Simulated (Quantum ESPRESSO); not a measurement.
Cu3F in Quantum ESPRESSO: the effect of functional

Crystal: Cu3F.

```
Cu F
1.0
     3.84850    0.00000    0.00000
    -1.92425    3.33290    0.00000
     0.00000    0.00000    4.40606
Cu F
3 1
Direct
  0.33333 0.66667 0.00000
  0.00000 0.00000 0.00000
  0.66667 0.33333 0.00000
  0.00000 0.00000 0.50000
```

The cell was built by a generator and needn't be a form met in nature.

Alike in all runs:

| Property | Result |
| --- | --- |
| Program | Quantum ESPRESSO 7.5 |
| Task | phonons |
| Cutoff | 762 eV |
| Density cutoff | 6095 eV |
| k mesh | 4 × 4 × 2, shifted |
| Occupations | fermi-dirac, width 0.05 eV |
| Spin | no spin polarisation |

Each run relaxes the cell or the atoms first.

```csv
functional,potentials or basis,relaxed volume (Å³/atom),dielectric constant (mean),highest phonon frequency (cm⁻¹)
LDA,GBRV 1.5 LDA,14.20,23.43,526
PBEsol,GBRV 1.5 PBEsol,14.89,23.98,475
PW91,GBRV 1.5 PBE,?,?,?
RPBE,GBRV 1.5 PBE,16.70,24.37,354
AM05,GBRV 1.5 PBE,14.99,24.27,439
vdW-DF-cx,GBRV 1.5 PBE,14.97,23.57,478
```

**Question.** What does the run with functional PW91 give?

**Answer.** Relaxed volume 15.76 Å³/atom; dielectric constant 23.68 mean; highest phonon frequency 422 cm⁻¹.

Caveats: all runs use coarse meshes; some modes are imaginary; the potentials were made for another functional, which shifts forces and pressure (some runs); before the sum rule the acoustic modes lie tens of cm⁻¹ from zero, a sign that the density grid also shifts the optical modes (some runs); the volume moved by over 15 % at a fixed basis, so the end points are rough (some runs).

Runs at the PBE level aren't shown here.
